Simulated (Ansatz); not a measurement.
# CH5GaN2: one species, many methods

An exercise on one series of results from a longer session: the logs are not shown, and one member is left open.

The runs use Ansatz 0.2.0, Gaussian basis; functionals in def2-TZVPP, the program's frozen cores in correlated methods.

Plan: LDA (SPW92), PBE-D4, revPBE-D4, BLYP-D4, r2SCAN-D4, B97M-V, PBE0-D4, B3LYP-D4, r2SCANh-D4, r2SCAN0-D4, HSE06-D4, BHLYP-D4, CAM-B3LYP-D4, LC-ωPBE, ωB97X-V, ωB97M-V, B2PLYP, PBE-QIDH; CCSD(T)/def2-SVP; CCSD(T)/def2-TZVPP; CCSD(T)/def2-QZVPP; extrapolation to the limit; RPA on PBE.

**The relaxed structure**

All runs share one geometry, relaxed beforehand with PBE0-D4 in a triple-zeta def2 set.

SMILES `N=[CH][GaH][NH2]`, 9 atoms, charge 0, spin multiplicity 1.

Atoms are counted from 1 here; the program's logs count them from 0.

Bond lengths: N1–C2 1.272 Å, N1–H5 1.024 Å, C2–Ga3 1.987 Å, C2–H6 1.101 Å, Ga3–N4 1.805 Å, Ga3–H7 1.561 Å, N4–H8 1.007 Å, N4–H9 1.004 Å. Angles: C2–N1–H5 111.9°, N1–C2–Ga3 116.2°, N1–C2–H6 121.2°, Ga3–C2–H6 122.6°, C2–Ga3–N4 112.2°, C2–Ga3–H7 127.4°, N4–Ga3–H7 120.4°, Ga3–N4–H8 120.8°, Ga3–N4–H9 126.2°, H8–N4–H9 113.1°.

Set-up of the first run:

in.yaml reads:

```yaml
crystal:
  periodic: [false, false, false]
  atoms:
    - {symbol: N, position_ang: [-1.508380, 0.972403, 0.032646]}
    - {symbol: C, position_ang: [-0.291732, 1.309921, 0.184284]}
    - {symbol: Ga, position_ang: [1.046342, -0.153776, 0.061160]}
    - {symbol: N, position_ang: [0.276205, -1.755205, -0.257098]}
    - {symbol: H, position_ang: [-2.140096, 1.775029, 0.108417]}
    - {symbol: H, position_ang: [-0.009227, 2.357709, 0.372718]}
    - {symbol: H, position_ang: [2.596172, -0.036509, 0.207160]}
    - {symbol: H, position_ang: [-0.722762, -1.836367, -0.351830]}
    - {symbol: H, position_ang: [0.753468, -2.633204, -0.357437]}
basis:
  gaussian: {orbitals: def2-TZVPP}
hamiltonian: {xc: lda}
output: {orbitals: {seedname: orbitals}}
```

Command:

```bash
$ ansatz run in.yaml --threads 2 --pin off --events-out ev --progress --plain --max-ram 32768MiB --backend cpu
```

Steps of the session up to this table: LDA; PBE-D4 (GGA); revPBE-D4 (GGA); BLYP-D4 (GGA); r2SCAN-D4 (meta-GGA); B97M-V (meta-GGA); B3LYP-D4 (hybrid); r2SCANh-D4 (hybrid); r2SCAN0-D4 (hybrid); HSE06-D4 (hybrid); BHLYP-D4 (hybrid); CAM-B3LYP-D4 (range-separated); LC-ωPBE (range-separated); ωB97X-V (range-separated); ωB97M-V (range-separated); B2PLYP (double hybrid); PBE-QIDH (double hybrid).

One of the session's tables, all rows but one given; the rest of the session is left out.

It belongs to the step «Orbital energies across the functionals». 

| functional | HOMO (eV) | LUMO (eV) | gap (eV) |
| --- | --- | --- | --- |
| LDA (SPW92) | -5.62 | -2.57 | 3.05 |
| PBE-D4 | -5.54 | -2.32 | 3.22 |
| revPBE-D4 | -5.50 | -2.22 | 3.28 |
| BLYP-D4 | -5.46 | -2.21 | 3.25 |
| r2SCAN-D4 | -5.81 | -2.16 | 3.66 |
| B97M-V | -5.97 | -2.16 | 3.82 |
| PBE0-D4 | -6.91 | -1.40 | 5.51 |
| B3LYP-D4 | -6.71 | -1.65 | 5.07 |
| r2SCANh-D4 | -6.33 | -1.81 | 4.52 |
| r2SCAN0-D4 | -7.10 | -1.31 | 5.79 |
| HSE06-D4 | -6.51 | -1.78 | 4.73 |
| BHLYP-D4 | -8.23 | -0.49 | 7.74 |
| CAM-B3LYP-D4 | -8.31 | -0.37 | 7.94 |
| LC-ωPBE | -9.62 | 0.80 | 10.42 |
| ωB97X-V | ? | ? | ? |
| ωB97M-V | -9.19 | 0.54 | 9.74 |

Estimate the missing values for ωB97X-V.

The run gave: HOMO (eV): -9.31; LUMO (eV): 0.69; gap (eV): 9.99. In the column «HOMO (eV)» it lies between LC-ωPBE (-9.62) and ωB97M-V (-9.19).
